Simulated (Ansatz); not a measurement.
Be3Pd, space group I4/mmm: an equation of state with a fit, run with Ansatz 0.2.0 through its Python package.

Script `eos.py`:
```python
"""Equation of state of Be3Pd."""

import ansatz as az
import numpy as np

VECTORS = np.array([
    [-1.66031, 1.66031, 3.60172],
    [1.66031, -1.66031, 3.60172],
    [1.66031, 1.66031, -3.60172],
])
SITES = [
    ("Be", (0.75, 0.25, 0.5)),
    ("Be", (0.25, 0.75, 0.5)),
    ("Be", (0.5, 0.5, 0.0)),
    ("Pd", (0.0, 0.0, 0.0)),
]


def on_lattice(cell):
    crystal = az.Crystal(lattice=az.Lattice.of(cell))
    for symbol, position in SITES:
        crystal = crystal.atom(symbol, position)
    return crystal


def main() -> None:
    # scale the volume, keep shape and fractions
    volumes, energies, pressures = [], [], []
    for scale in np.linspace(0.9, 1.1, 9):
        cell = VECTORS * scale ** (1 / 3)
        base = (
            on_lattice(cell).calculation()
            .occupations(az.OccupationsMethod.METHFESSEL_PAXTON, width=0.1)
            .pseudopotentials("paw")
            .basis(650)  # a bare number is in eV
            .functional("r2SCAN")
            .scf(max_iterations=95)
            .kpoints(10, 10, 10)
            .stress()
        )
        r = base.run(threads=1).report
        volumes.append(abs(np.linalg.det(cell)) / len(SITES))
        energies.append(r["free_energy_ev"] / len(SITES))
        pressures.append(np.trace(r["stress_gpa"]) / 3)
        print(f"V = {volumes[-1]:8.4f} A^3/atom  F = {energies[-1]:.5f} eV/atom  P = {pressures[-1]:8.3f} GPa")

    # third-order Birch-Murnaghan: a cubic in V^(-2/3)
    x = np.array(volumes) ** (-2 / 3)
    poly = np.polynomial.Polynomial.fit(x, energies, 3).convert()
    roots = poly.deriv().roots()
    x0 = min((r.real for r in roots if abs(r.imag) < 1e-9 and poly.deriv(2)(r.real) > 0), key=lambda r: abs(r - x.mean()))
    v0 = x0 ** -1.5
    b0 = 4 / 9 * poly.deriv(2)(x0) * v0 ** (-7 / 3) * 160.21766
    b1 = 4 + 2 / 3 * x0 * poly.deriv(3)(x0) / poly.deriv(2)(x0)
    print(f"V0 = {v0:.4f} A^3/atom, B0 = {b0:.1f} GPa, dB/dP = {b1:.2f}")


if __name__ == "__main__":
    main()
```

Estimate the equilibrium volume and the bulk modulus.

A third-order Birch-Murnaghan fit through the 9 points has its minimum at 9.82 Å³ an atom, 1.1 % below the typed cell, with a bulk modulus of 158 GPa and dB/dP = 4.0. From that minimum the energy rises by 46.1 meV an atom on the compressed side and 50.7 meV on the expanded side.

What the script printed:

```console
$ python eos.py
V =   8.9357 A^3/atom  F = -1816.70739 eV/atom  P =   18.034 GPa
V =   9.1840 A^3/atom  F = -1816.73067 eV/atom  P =   12.135 GPa
V =   9.4322 A^3/atom  F = -1816.74536 eV/atom  P =    6.944 GPa
V =   9.6804 A^3/atom  F = -1816.75250 eV/atom  P =    2.373 GPa
V =   9.9286 A^3/atom  F = -1816.75299 eV/atom  P =   -1.655 GPa
V =  10.1768 A^3/atom  F = -1816.74762 eV/atom  P =   -5.206 GPa
V =  10.4250 A^3/atom  F = -1816.73708 eV/atom  P =   -8.337 GPa
V =  10.6733 A^3/atom  F = -1816.72198 eV/atom  P =  -11.098 GPa
V =  10.9215 A^3/atom  F = -1816.70286 eV/atom  P =  -13.533 GPa
V0 = 9.8228 A^3/atom, B0 = 157.8 GPa, dB/dP = 3.99
```

Notes:
- Absolute energies stand on the zero of these potentials, so only differences at equal settings mean something.
- Shape and fractional positions are held along the curve, so the bulk modulus is an upper value where they are free to relax.
- The mesh is modest for a metal, so energies can be off by several to tens of meV an atom and pressures by half a GPa or more; differences at equal mesh fare better.
- Pressure is positive in compression.
- The structure comes from a database of computed cells and needn't be a stable or known phase.
- Wall time of the script: 4 min on 1 thread of Arm Neoverse N1, with other jobs on the host, peak memory 0.76 GiB.
